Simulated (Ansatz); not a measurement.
# ClFGeH2: the cost of one run

All numbers below are computed with Ansatz 0.2.0 (RKS PBE/def2-SVP).

### 1 The starting structure

Bond lengths: Ge1–H2 1.750 Å, Ge1–F3 1.880 Å, Ge1–H4 1.549 Å, Ge1–Cl5 2.218 Å. Angles: H2–Ge1–F3 41.0°, H2–Ge1–H4 122.5°, H2–Ge1–Cl5 122.5°, F3–Ge1–H4 122.9°, F3–Ge1–Cl5 122.9°, H4–Ge1–Cl5 109.5°.

As a file:

```xyz
5

Ge    0.0000    0.0000    0.0000
H     0.9646    0.0000    1.4601
F     1.8114    0.0000    0.5034
H    -0.7300    1.2648   -0.5162
Cl   -1.0456   -1.8115   -0.7393
```

### 2 A restrained relaxation towards end A

Springs on the bonds that form and break draw the guess towards this end; the thresholds are loose.

The input, input.yaml:

```yaml
crystal:
  periodic: [false, false, false]
  atoms:
    - { symbol: Ge, position_ang: [0.0, 0.0, 0.0] }
    - { symbol: H, position_ang: [0.9646, 0.0, 1.4601] }
    - { symbol: F, position_ang: [1.8114, 0.0, 0.5034] }
    - { symbol: H, position_ang: [-0.73, 1.2648, -0.5162] }
    - { symbol: Cl, position_ang: [-1.0456, -1.8115, -0.7393] }
basis:
  gaussian: { orbitals: def2-SVP }
hamiltonian:
  xc: pbe
relax:
  f_tol: 0.15
  max_steps: 25
  restrain:
    - { distance: [1, 2], at: 2.12, k: 30.0 }
    - { distance: [0, 1], at: 1.55, k: 30.0 }
    - { distance: [0, 2], at: 1.68, k: 30.0 }
```

The run is started by

```
$ ansatz run input.yaml --threads 1 --pin off --max-ram 2048MiB --backend cpu --events-out ev --progress --plain --runs-dir out
```

**Question.** How long does this run take on 1 thread of Arm Neoverse V1, shared host, and how much memory does it need?

About 12 s, with a peak of 0.14 GiB.
